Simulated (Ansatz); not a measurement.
Crystal: NbTe.

```xyz
2
Lattice="3.7030 0.0000 0.0000 -1.8515 3.2069 0.0000 0.0000 0.0000 3.6942" Properties=species:S:1:pos:R:3 pbc="T T T"
Te    1.8515    1.0690    0.0000
Nb    0.0000    0.0000    1.8471
```

The cell comes from a database or a generator and needn't be the stable form of this composition.

```yaml
Program: Ansatz 0.2.0
Task: relaxation of cell and atoms
Functional: LDA
Potentials_or_basis: Ansatz PAW
Cutoff: "420 eV (not typed: the program's choice for these potentials)"
k_mesh: 8 × 8 × 7
Occupations: fermi-dirac, width 0.05 eV
Spin: no spin polarisation
```

At the start: volume 21.93 Å³/atom.

Problem. Where does the relaxation end?

Solution. It ends after 5 steps and the volume is 20.59 Å³/atom (-6.1 %); space group P-6m2 (No. 187, to 0.05 Å).

Step by step:
| step | energy change (eV) | largest force (eV/Å) | volume (Å³) |
| --- | --- | --- | --- |
| 1 | 0.0000 | 0.0000 | 43.87 |
| 2 | -0.0643 | 0.0000 | 41.54 |
| 3 | -0.0660 | 0.0000 | 41.15 |
| 4 | -0.0662 | 0.0000 | 41.19 |
| 5 | -0.0656 | 0.0000 | 41.19 |

Final structure:
```yaml
crystal:
  lattice:
    - [3.61034, 0.00000, 0.00000]
    - [-1.80517, 3.12665, 0.00000]
    - [0.00000, 0.00000, 3.64879]
  atoms:
    - { symbol: Te, position: [0.66667, 0.33333, 0.00000] }
    - { symbol: Nb, position: [0.00000, 0.00000, 0.50000] }
```

Caveat: the plane-wave basis is chosen anew once the cell has moved, so the energies of steps on either side of that aren't comparable; the PAW data sets come from PBE, with cores solved anew for the run's functional, which leaves a small shift of forces and pressure.
